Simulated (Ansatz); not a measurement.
# CH9GeN: the cost of one run

All numbers below are computed with Ansatz 0.2.0 (RKS PBE0/def2-mTZVP).

## 1. The starting structure

Bond lengths: Ge1–H3 1.550 Å, Ge1–H4 1.549 Å, Ge1–H5 1.549 Å, Ge1–N6 2.210 Å, N6–H7 1.060 Å, N6–C8 1.470 Å, C8–H9 1.110 Å, C8–H10 1.110 Å, C8–H11 1.110 Å. Angles (14 of 15 angles, heavy atoms first): Ge1–N6–C8 120.0°, H3–Ge1–N6 178.9°, H4–Ge1–N6 70.0°, H5–Ge1–N6 70.0°, Ge1–N6–H7 120.0°, H7–N6–C8 120.0°, N6–C8–H9 109.5°, N6–C8–H10 109.5°, N6–C8–H11 109.5°, H3–Ge1–H4 109.5°, H3–Ge1–H5 109.5°, H4–Ge1–H5 109.5°, H9–C8–H10 109.4°, H9–C8–H11 109.4°.

As a file:

```xyz
12

Ge    0.0000    0.0000    0.0000
H     0.0000    0.0000    1.9000
H     1.4616    0.0000   -0.5162
H    -0.7300    1.2648   -0.5162
H    -0.7300   -1.2648   -0.5162
N    -2.0973    0.0000    0.6969
H    -2.8173   -0.6071    0.2106
C    -2.4937    0.8420    1.8348
H    -3.0014    0.2171    2.5989
H    -1.5918    1.3108    2.2808
H    -3.1876    1.6347    1.4852
H    -1.0245    0.0000    1.8310
```

## 2. Pulling towards end A

Springs on the bonds that form and break draw the guess towards this end; the thresholds are loose.

Contents of input.yaml:

```yaml
crystal:
  periodic: [false, false, false]
  atoms:
    - { symbol: Ge, position_ang: [0.0, 0.0, 0.0] }
    - { symbol: H, position_ang: [0.0, 0.0, 1.9] }
    - { symbol: H, position_ang: [1.4616, 0.0, -0.5162] }
    - { symbol: H, position_ang: [-0.73, 1.2648, -0.5162] }
    - { symbol: H, position_ang: [-0.73, -1.2648, -0.5162] }
    - { symbol: "N", position_ang: [-2.0973, 0.0, 0.6969] }
    - { symbol: H, position_ang: [-2.8173, -0.6071, 0.2106] }
    - { symbol: C, position_ang: [-2.4937, 0.842, 1.8348] }
    - { symbol: H, position_ang: [-3.0014, 0.2171, 2.5989] }
    - { symbol: H, position_ang: [-1.5918, 1.3108, 2.2808] }
    - { symbol: H, position_ang: [-3.1876, 1.6347, 1.4852] }
    - { symbol: H, position_ang: [-1.0245, 0.0, 1.831] }
basis:
  gaussian: { orbitals: def2-mTZVP }
hamiltonian:
  xc: pbe0
relax:
  f_tol: 0.15
  max_steps: 25
  restrain:
    - { distance: [0, 5], at: 3.11, k: 30.0 }
    - { distance: [11, 1], at: 1.86, k: 30.0 }
    - { distance: [0, 1], at: 1.55, k: 30.0 }
    - { distance: [11, 5], at: 1.06, k: 30.0 }
```

On the command line:

```bash
$ ansatz run input.yaml --threads 2 --pin off --max-ram 3072MiB --backend cpu --events-out ev --progress --plain --runs-dir out
```

What time and memory should one allow on 2 threads of Arm Neoverse V1, shared host?

About 29 s, with a peak of 0.21 GiB.
